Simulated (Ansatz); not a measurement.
## AlSn: band structure with PBE

Crystal: AlSn.

```
Sn Al
1.0
     4.19811    0.00000    0.00000
    -2.09905    3.63567    0.00000
     0.00000    0.00000    3.30685
Sn Al
1 1
Direct
  0.33333 0.66667 0.50000
  0.00000 0.00000 0.00000
```

The cell comes from a database or a generator and needn't be the stable form of this composition.

| Quantity | Value |
| --- | --- |
| Program | Ansatz 0.2.0 |
| Task | band structure |
| Functional | PBE |
| Potentials or basis | PseudoDojo stringent (PBE files) |
| Cutoff | 1388 eV |
| Density cutoff | 5551 eV |
| k mesh | 7 × 7 × 8 |
| Occupations | fermi-dirac, width 0.05 eV |
| Spin | no spin polarisation |
| Path | [["G", "M", "K", "G", "A", "L", "H", "A"], ["L", "M"], ["K", "H"]] |
| Points for each segment of the path | 14 |

```
Pressure               : 0.2 GPa
Band gap on the k mesh : none (metal or under the smearing width)
```

Stress tensor (GPa, compression positive):
```
0.10 0.00 0.00
0.00 0.10 0.00
0.00 0.00 0.42
```

Levels at the corners of the path, in eV from the Fermi level:
```
point  band 10  band 11  band 12  band 13  band 14  band 15
    Γ   -10.46    -0.22    -0.22     0.69     2.60     3.12
    M    -8.63    -6.34    -1.84     0.59     4.43     6.48
    K    -8.20    -6.34    -3.95     5.03     5.46     5.80
    Γ   -10.46    -0.22    -0.22     0.69     2.60     3.12
    A    -7.43    -6.22     2.72     2.72     3.58     3.58
    L    -5.73    -4.23    -3.17    -2.35     1.19     2.37
    H    -5.37    -3.62    -3.10    -2.61    -0.87     0.17
    A    -7.43    -6.22     2.72     2.72     3.58     3.58
    L    -5.73    -4.23    -3.17    -2.35     1.19     2.37
    M    -8.63    -6.34    -1.84     0.59     4.43     6.48
    K    -8.20    -6.34    -3.95     5.03     5.46     5.80
    H    -5.37    -3.62    -3.10    -2.61    -0.87     0.17
```

Wall time 24 s on 2 threads of Arm Neoverse V1, on a shared host, peak memory 0.63 GiB.

Caveat: spin-orbit coupling is left out, which moves the levels of the heavy elements.
